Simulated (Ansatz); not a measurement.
# SbMo2: the cost of one run

Program: Ansatz 0.2.0. Level of theory: DFT PBE, scalar-relativistic, plane waves, PAW. These are calculated values, not measurements.

1 further run of the same task is left out (it didn't finish).

**1. The starting structure**

Symmetry: Pnnm, No. 58, orthorhombic system. The conventional cell has a = 5.583 Å, b = 5.753 Å, c = 3.758 Å, α = 90.00°, β = 90.00°, γ = 90.00°. Around Sb (site symmetry 2/m) lie 6 Mo at 2.42 to 2.47 Å. Around Mo (site symmetry m) lie 3 Sb at 2.42 to 2.47 Å.

Structure file:

```
Sb Mo
1.0
     5.58346    0.00000    0.00000
     0.00000    5.75347    0.00000
     0.00000    0.00000    3.75810
Sb Mo
2 4
Cartesian
  2.7917 2.8767 1.8790
  0.0000 0.0000 0.0000
  1.2563 4.7466 1.8790
  4.0480 3.8836 0.0000
  4.3272 1.0069 1.8790
  1.5355 1.8699 0.0000
```

(A quick probe on a coarse mesh, which set the mesh and smearing, is not shown.)

**3. A loose first relaxation**

The input, input.yaml:

```yaml
crystal:
  lattice:
    - [5.5834609569, 0.0, 0.0]
    - [0.0, 5.7534701847, 0.0]
    - [0.0, 0.0, 3.758098721]
  atoms:
    - { symbol: Sb, position: [0.5, 0.5, 0.5] }
    - { symbol: Sb, position: [0.0, 0.0, 0.0] }
    - { symbol: Mo, position: [0.225, 0.825, 0.5] }
    - { symbol: Mo, position: [0.725, 0.675, 0.0] }
    - { symbol: Mo, position: [0.775, 0.175, 0.5] }
    - { symbol: Mo, position: [0.275, 0.325, 0.0] }
basis:
  ecutwfc: 420
kpoints:
  mp_grid: { grid: [4, 4, 4] }
hamiltonian:
  xc: pbe
scf:
  occupations: { method: gaussian, width: 0.1 }
  lower_state_search: "off"
output:
  forces: true
  stress: true
  eigenvalues: true
relax:
  adjacent_minimum: "off"
  f_tol: 0.04
  max_steps: 70
  cell: { stress_tol: 0.4 }
```

The run is started by

```console
ansatz run input.yaml --threads 1 --pin off --max-ram 2560MiB --backend cpu --events-out ev --progress --plain --runs-dir out
```

What time and memory should one allow on 1 thread of Intel Xeon Platinum 8488C (Sapphire Rapids), shared host?

About 3.1 min, with a peak of 0.51 GiB.
